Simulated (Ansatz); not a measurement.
# WCl5: the cost of one run

Method: DFT PBE+D3(BJ), scalar-relativistic, plane waves, PAW, in Ansatz 0.2.0.

### 1 The starting structure

It takes space group P2/m (No. 10, monoclinic). Conventional cell: a = 18.000 Å, b = 18.000 Å, c = 18.000 Å, α = 90.00°, β = 90.00°, γ = 90.00°. W (site symmetry 2) has 6 Cl at 2.27 to 2.53 Å as nearest neighbours. Cl (site symmetry 1) is surrounded by 1 W at 2.27 Å. Cl (site symmetry m) is surrounded by 2 W at 2.53 Å.

Coordinates:

```xyz
12
Lattice="18.0000 0.0000 0.0000 0.0000 18.0000 0.0000 0.0000 0.0000 18.0000" Properties=species:S:1:pos:R:3 pbc="T T T"
W     9.0017   10.9138    9.0002
W     9.0017    7.0862    9.0002
Cl   10.5753   10.6941    7.3845
Cl   10.5753    7.3059    7.3845
Cl   10.1975   12.4393   10.1730
Cl    7.8235    9.0000    7.8456
Cl    7.7993    5.5604    7.8316
Cl    7.7993   12.4396    7.8316
Cl    7.4238    7.3110   10.6123
Cl    7.4238   10.6890   10.6123
Cl   10.1812    9.0000   10.1512
Cl   10.1975    5.5607   10.1730
```

### 2 Relaxing the atoms: W2Cl10 in a box, no spin

Contents of input.yaml:

```yaml
crystal:
  lattice:
    - [18.0, 0.0, 0.0]
    - [0.0, 18.0, 0.0]
    - [0.0, 0.0, 18.0]
  atoms:
    - { symbol: W, position: [0.50009514, 0.60632422, 0.50000875] }
    - { symbol: W, position: [0.50009514, 0.39367578, 0.50000875] }
    - { symbol: Cl, position: [0.58751603, 0.594114, 0.41025192] }
    - { symbol: Cl, position: [0.58751603, 0.405886, 0.41025192] }
    - { symbol: Cl, position: [0.56652836, 0.69107289, 0.56516842] }
    - { symbol: Cl, position: [0.43463869, 0.5, 0.43586681] }
    - { symbol: Cl, position: [0.43329481, 0.30891206, 0.43508831] }
    - { symbol: Cl, position: [0.43329481, 0.69108794, 0.43508831] }
    - { symbol: Cl, position: [0.41243536, 0.40616706, 0.58957136] }
    - { symbol: Cl, position: [0.41243536, 0.59383294, 0.58957136] }
    - { symbol: Cl, position: [0.56562192, 0.5, 0.56395569] }
    - { symbol: Cl, position: [0.56652836, 0.30892711, 0.56516842] }
scf:
  occupations: { method: gaussian, width: 0.05 }
output:
  forces: true
  stress: false
  eigenvalues: true
  write_density: true
  write_potential: true
  elf: true
  volumetric_format: npy
hamiltonian:
  xc: pbe
  dispersion: d3bj
relax:
  f_tol: 0.01
kpoints:
  mp_grid: { grid: [1, 1, 1] }
```

On the command line:

```
> ansatz run input.yaml --threads 8 --pin off --max-ram 24576MiB --backend cpu --events-out ev --progress --plain --runs-dir out
```

**Question.** How long does this run take on 8 threads of Intel Xeon Platinum 8259CL at 2.50GHz (Skylake/Cascade Lake), shared host, and how much memory does it need?

About 66 s, with a peak of 3.1 GiB.
